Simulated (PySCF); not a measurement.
# C5H13O4P: the cost of one run

Programs: PySCF 2.14.0, with routines of our own; each step states its level. All values are computed. Atoms count from 0.

## 1. The system as given

23 atoms, charge 0, multiplicity 1; geometry from: GFN2-xTB.

## 2. Vibronic structure: TDDFT PBE0/def2-SV(P)

Job settings and geometry (Å):

```
{"job": {"kind": "vib", "xc": "PBE0", "basis": "def2-SV(P)", "tda": false}, "charge": 0, "multiplicity": 1}
C     -2.967070     0.523303    -0.074188
C     -2.560850    -0.924594     0.172750
C     -1.080111    -1.152841    -0.108903
O     -0.317416    -0.403718     0.836179
P      1.146084     0.075317     0.484303
O      1.775370     0.879778     1.523770
O      1.864094    -1.297709     0.085702
C      3.281052    -1.304061     0.039599
O      1.054766     0.807790    -0.958226
C      0.927546     2.218142    -0.976627
H     -4.015398     0.670841     0.172516
H     -2.368728     1.184866     0.547348
H     -2.815232     0.790619    -1.117995
H     -2.756440    -1.185448     1.213568
H     -3.140229    -1.593572    -0.466441
H     -0.822507    -0.830252    -1.122090
H     -0.821582    -2.210300    -0.002049
H      3.685820    -0.670931     0.830955
H      3.597572    -2.336500     0.186046
H      3.631358    -0.941189    -0.928311
H     -0.126232     2.501515    -1.022448
H      1.378262     2.646827    -0.080434
H      1.445117     2.579099    -1.865830
```

Method: TDDFT PBE0/def2-SV(P) vertical-gradient vibronic structure (displaced harmonic oscillators, Condon), gas phase.

On the command line:

```sh
$ OMP_NUM_THREADS=1 python excited_run.py task.json out
```

This one command runs all jobs of the session in turn.

Q: Estimate the wall time and peak memory of this first job on 1 thread of Intel Xeon Platinum 8488C, shared host.

About 89 s, with a peak of 1.1 GiB.
